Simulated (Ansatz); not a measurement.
# C2H4BClSi: basis-set convergence

Aim: see how fast density functionals converge with the basis set for C2H4BClSi.

Method: one geometry, several basis sets; program: Ansatz 0.2.0, Gaussian basis.

Levels to be run: PBE0-D4/def2-SVP; ωB97M-V/def2-SVP; PBE0-D4/def2-QZVPP; ωB97M-V/def2-QZVPP; the functionals' def2-TZVPP values are taken from earlier runs.

### 1 The relaxed structure

All runs share one geometry, relaxed beforehand with PBE0-D4 in a triple-zeta def2 set.

SMILES `[SiH3]C1=C(Cl)B1`, 9 atoms, charge 0, spin multiplicity 1.

Atoms are counted from 1 here; the program's logs count them from 0.

Bond lengths: Si1–C2 1.852 Å, Si1–H6 1.484 Å, Si1–H7 1.484 Å, Si1–H8 1.484 Å, C2–C3 1.347 Å, C2–B5 1.492 Å, C3–Cl4 1.689 Å, C3–B5 1.455 Å, B5–H9 1.181 Å. Angles: C2–Si1–H6 108.3°, C2–Si1–H7 111.3°, C2–Si1–H8 108.3°, H6–Si1–H7 109.8°, H6–Si1–H8 109.5°, H7–Si1–H8 109.8°, Si1–C2–C3 143.7°, Si1–C2–B5 154.9°, C3–C2–B5 61.4°, C2–C3–Cl4 138.0°, C2–C3–B5 64.2°, Cl4–C3–B5 157.8°, C2–B5–C3 54.4°, C2–B5–H9 150.4°, C3–B5–H9 155.2°.

### 2 PBE0-D4 in def2-SVP

Input file in.yaml:

```yaml
crystal:
  periodic: [false, false, false]
  atoms:
    - {symbol: Si, position_ang: [-1.446393, 0.177865, -0.414094]}
    - {symbol: C, position_ang: [0.283553, -0.035101, 0.210966]}
    - {symbol: C, position_ang: [1.561609, -0.220104, -0.173634]}
    - {symbol: Cl, position_ang: [2.426593, -0.383875, -1.615452]}
    - {symbol: B, position_ang: [1.337322, -0.142949, 1.261821]}
    - {symbol: H, position_ang: [-1.957765, 1.484938, 0.068259]}
    - {symbol: H, position_ang: [-1.492688, 0.137492, -1.896978]}
    - {symbol: H, position_ang: [-2.280468, -0.915647, 0.143713]}
    - {symbol: H, position_ang: [1.656840, -0.148920, 2.398397]}
basis:
  gaussian: {orbitals: def2-SVP}
hamiltonian: {xc: pbe0, dispersion: d4}
output: {orbitals: {seedname: orbitals}}
```

Launch:

```sh
ansatz run in.yaml --threads 2 --pin off --events-out ev --progress --plain --max-ram 4352MiB
```

After this run come: ωB97M-V in def2-SVP; PBE0-D4 in def2-QZVPP; ωB97M-V in def2-QZVPP.

**Question.** What will the summary of the whole plan be? Wanted: PBE0-D4: double and triple zeta above quadruple; ωB97M-V: double and triple zeta above quadruple.

The runs gave:

| quantity | value |
| --- | --- |
| PBE0-D4: double and triple zeta above quadruple | 10.88, 0.79 eV |
| ωB97M-V: double and triple zeta above quadruple | 10.92, 0.73 eV |

**Reading.** PBE0-D4 gains 10.09 eV from double to triple zeta, then 0.79 eV more. Total energies overstate the basis error of differences, where much of it tends to cancel.
